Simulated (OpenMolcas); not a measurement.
# Ga²⁺: CASSCF and CASPT2 terms and fine-structure levels, part 2 of 2

Wanted: the level scheme of Ga²⁺ from active-space wave functions, then second-order correlation under several settings.

OpenMolcas 26.06; ANO-RCC-VQZP, DKH4, active space 1 electron in 8 orbitals (4s 4p 5s 5p), orbitals: ground spin, each parity. The steps go on from the part before.

### Step 8. CASPT2: IPEA 0.5, sigma1 regulariser 0.1 (closed shells correlated: 3s 3p 3d)

File a.inp:

```
>>> COPY JOB001 $Project.JobIph
&CASPT2
Multistate=1 1
Frozen=2 3
IPEA=0.5
Sig1=0.1
MaxIter=60
WThr=0.0 0.3 0.05
PrWF=0.5
NoMix
>>> COPY JOB002 $Project.JobIph
&CASPT2
Multistate=3 1 2 3
NoMult
Frozen=2 3
IPEA=0.5
Sig1=0.1
MaxIter=60
WThr=0.0 0.3 0.05
PrWF=0.5
NoMix
```

Standard output:

```text
Orbital specifications:
      -----------------------

      Symmetry species                           1   2
                                                ag  au
      Frozen orbitals                            2   3
      Inactive orbitals                          6   3
      Active orbitals                            2   6
      Secondary orbitals                        26  20
      Deleted orbitals                           0   0
      Number of basis functions                 36  32
Type of calculation                        SS-CASPT2
      Fock operator                              state-specific
      IPEA shift                                 0.50
      Real shift                                 0.00
      Imaginary shift                            0.00
      Sigma^1 regularizer                        0.10
      The input orbitals will be transformed to quasi-canonical
Reference energy:       -1941.3366309849
      E2 (Non-variational):      -0.7179150180
      Shift correction:          -0.0000000085
      E2 (Variational):          -0.7179150264
      Total energy:           -1942.0545460113
      Residual norm:              0.0000002004
      Reference weight:           0.94078
      Contributions to the CASPT2 correlation energy
      Active & Virtual Only:          0.0000000000
      One Inactive Excited:          -0.0370139934
      Two Inactive Excited:          -0.6809010246
::    CASPT2 Root  1     Total energy:  -1942.05454601
Orbital specifications:
      -----------------------

      Symmetry species                           1   2
                                                ag  au
      Frozen orbitals                            2   3
      Inactive orbitals                          6   3
      Active orbitals                            2   6
      Secondary orbitals                        26  20
      Deleted orbitals                           0   0
      Number of basis functions                 36  32
Type of calculation                        SS-CASPT2
      Fock operator                              state-specific
      IPEA shift                                 0.50
      Real shift                                 0.00
      Imaginary shift                            0.00
      Sigma^1 regularizer                        0.10
      The input orbitals will be transformed to quasi-canonical
Reference energy:       -1941.0467136784
      E2 (Non-variational):      -0.7028112662
      Shift correction:           0.0000000089
      E2 (Variational):          -0.7028112573
      Total energy:           -1941.7495249357
      Residual norm:              0.0000004852
      Reference weight:           0.94295
      Contributions to the CASPT2 correlation energy
      Active & Virtual Only:         -0.0000000000
      One Inactive Excited:          -0.0247646340
      Two Inactive Excited:          -0.6780466322
Reference energy:       -1941.0467136784
      E2 (Non-variational):      -0.7028112662
      Shift correction:           0.0000000089
      E2 (Variational):          -0.7028112573
      Total energy:           -1941.7495249357
      Residual norm:              0.0000004852
      Reference weight:           0.94295
      Contributions to the CASPT2 correlation energy
      Active & Virtual Only:         -0.0000000000
      One Inactive Excited:          -0.0247646340
      Two Inactive Excited:          -0.6780466322
::    CASPT2 Root  1     Total energy:  -1941.74952494
::    CASPT2 Root  2     Total energy:  -1941.74952494
::    CASPT2 Root  3     Total energy:  -1941.74952494
```

This run took 4.3 s in all on 1 thread of AMD EPYC 7R43 (Zen 3), shared host.

SS-CASPT2: lowest energy less the reference's lowest, -0.7179 hartree; reference weights 0.941 to 0.943.

The roots that group into whole terms:

| configuration | term | E (cm-1) | spread (cm-1) |
| --- | --- | --- | --- |
| 4s | 2S | 0.0 | 0 |
| 4p | 2P* | 66940 | 0 |

Levels with spin-orbit coupling, from the RASSI matrix with the averaged CASPT2 term energies on its diagonal:

```json
{"Configuration": "4s", "Term": "2S", "J": "1/2", "E (cm-1)": "0.0", "g": "2.002", "Leading %": "100"}
{"Configuration": "4p", "Term": "2P*", "J": "1/2", "E (cm-1)": "66000", "g": "0.666", "Leading %": "100"}
{"Configuration": "4p", "Term": "2P*", "J": "3/2", "E (cm-1)": "67420", "g": "1.334", "Leading %": "100"}
```

### Step 9. CASPT2: IPEA 0 (closed shells correlated: 3d)

File a.inp:

```
>>> COPY JOB001 $Project.JobIph
&CASPT2
Multistate=1 1
Frozen=3 6
IPEA=0.0
MaxIter=60
WThr=0.0 0.3 0.05
PrWF=0.5
NoMix
>>> COPY JOB002 $Project.JobIph
&CASPT2
Multistate=3 1 2 3
Frozen=3 6
IPEA=0.0
MaxIter=60
WThr=0.0 0.3 0.05
PrWF=0.5
NoMix
```

Standard output:

```text
Orbital specifications:
      -----------------------

      Symmetry species                           1   2
                                                ag  au
      Frozen orbitals                            3   6
      Inactive orbitals                          5   0
      Active orbitals                            2   6
      Secondary orbitals                        26  20
      Deleted orbitals                           0   0
      Number of basis functions                 36  32
Type of calculation                        SS-CASPT2
      Fock operator                              state-specific
      IPEA shift                                 0.00
      Real shift                                 0.00
      Imaginary shift                            0.00
      The input orbitals will be transformed to quasi-canonical
Reference energy:       -1941.3366309849
      E2 (Non-variational):      -0.4234285969
      E2 (Variational):          -0.4234286018
      Total energy:           -1941.7600595867
      Residual norm:              0.0000002548
      Reference weight:           0.95803
      Contributions to the CASPT2 correlation energy
      Active & Virtual Only:         -0.0000000000
      One Inactive Excited:          -0.0339197215
      Two Inactive Excited:          -0.3895088754
::    CASPT2 Root  1     Total energy:  -1941.76005959
Orbital specifications:
      -----------------------

      Symmetry species                           1   2
                                                ag  au
      Frozen orbitals                            3   6
      Inactive orbitals                          5   0
      Active orbitals                            2   6
      Secondary orbitals                        26  20
      Deleted orbitals                           0   0
      Number of basis functions                 36  32
Type of calculation                        MS-CASPT2
      Fock operator                              state-specific
      IPEA shift                                 0.00
      Real shift                                 0.00
      Imaginary shift                            0.00
      The input orbitals will be transformed to quasi-canonical
Reference energy:       -1941.0467136784
      E2 (Non-variational):      -0.4105745760
      E2 (Variational):          -0.4105745724
      Total energy:           -1941.4572882508
      Residual norm:              0.0000005482
      Reference weight:           0.95992
      Contributions to the CASPT2 correlation energy
      Active & Virtual Only:         -0.0000000000
      One Inactive Excited:          -0.0232465179
      Two Inactive Excited:          -0.3873280580
Reference energy:       -1941.0467136784
      E2 (Non-variational):      -0.4105745760
      E2 (Variational):          -0.4105745724
      Total energy:           -1941.4572882507
      Residual norm:              0.0000005482
      Reference weight:           0.95992
      Contributions to the CASPT2 correlation energy
      Active & Virtual Only:         -0.0000000000
      One Inactive Excited:          -0.0232465179
      Two Inactive Excited:          -0.3873280580
::    CASPT2 Root  1     Total energy:  -1941.45728825
::    CASPT2 Root  2     Total energy:  -1941.45728825
::    CASPT2 Root  3     Total energy:  -1941.45728825
::    MS-CASPT2 Root  1     Total energy:  -1941.45728825
::    MS-CASPT2 Root  2     Total energy:  -1941.45728825
::    MS-CASPT2 Root  3     Total energy:  -1941.45728825
```

Time for this run: 3.3 s (1 thread of AMD EPYC 7R43 (Zen 3), shared host).

SS-CASPT2: lowest energy less the reference's lowest, -0.4234 hartree; reference weights 0.958 to 0.960. These are the single-state energies of the run (the lines without MS-).

Levels with spin-orbit coupling, from the RASSI matrix with the averaged CASPT2 term energies on its diagonal:

```csv
Configuration,Term,J,E (cm-1),Leading %
4s,2S,1/2,0.0,100
4p,2P*,1/2,65500,100
4p,2P*,3/2,66920,100
```

### Step 10. The methods side by side

A. CASSCF
B. XMS-CASPT2, IPEA 0.15 (closed shells correlated: 3d)
C. SS-CASPT2, IPEA 0.5, sigma1 regulariser 0.1 (closed shells correlated: 3s 3p 3d)
D. SS-CASPT2, IPEA 0 (closed shells correlated: 3d)

Energies in cm-1 above each method's lowest level; measured values from Shirai, Reader, Kramida and Sugar, J. Phys. Chem. Ref. Data 36, 509 (2007).

| level | A | B | C | D | measured |
| --- | --- | --- | --- | --- | --- |
| 4s 2S 1/2 | 0.0 | 0.0 | 0.0 | 0.0 | 0.0 |
| 4p 2P* 1/2 | 62684 | 65320 | 66000 | 65500 | 65169 |
| 4p 2P* 3/2 | 64102 | 66740 | 67420 | 66920 | 66888 |

Mean absolute deviation from the 2 measured excited levels that all methods hold: A 2600 cm⁻¹, B 150 cm⁻¹, C 680 cm⁻¹, D 190 cm⁻¹.

### Step 11. Results

This closing draws on all 2 parts.

```
                                                  quantity                                                 value
                                                    method  XMS-CASPT2, IPEA 0.15 (closed shells correlated: 3d)
                                              lowest level              4s 2S 1/2, 100 % of that term, g = 2.002
                               ground level listed by NIST                                                 2S1/2
                                       first excited level                              4p 2P* 1/2 at 65320 cm-1
strongest of the lines computed, by gA, at CASSCF energies      4p 2P* 3/2 → 4s 2S 1/2, 156 nm, A = 9.15e+08 s⁻¹
```

What each method costs and misses:

| method | time of its own steps | time with the reference | mean absolute difference from the measured levels (cm-1) |
| --- | --- | --- | --- |
| A. CASSCF | 26 s | 26 s | 2600 |
| B. XMS-CASPT2, IPEA 0.15, +3d | 3.2 s | 30 s | 150 |
| C. SS-CASPT2, IPEA 0.5, sigma1 regulariser 0.1, +3s 3p 3d | 4.3 s | 31 s | 680 |
| D. SS-CASPT2, IPEA 0, +3d | 3.3 s | 30 s | 190 |

Times are of one thread on a shared host.

**Reading.** Method B lies closest to the measured levels (150 cm⁻¹ on average) and A farthest (2600). Only the configurations of the active space and the roots asked for are present. Not all states of the active space went into the spin-orbit step. The levels of the extra active shells were not computed. Only valence configurations of the active space appear, up to the ionisation limit; * or ° marks odd parity.
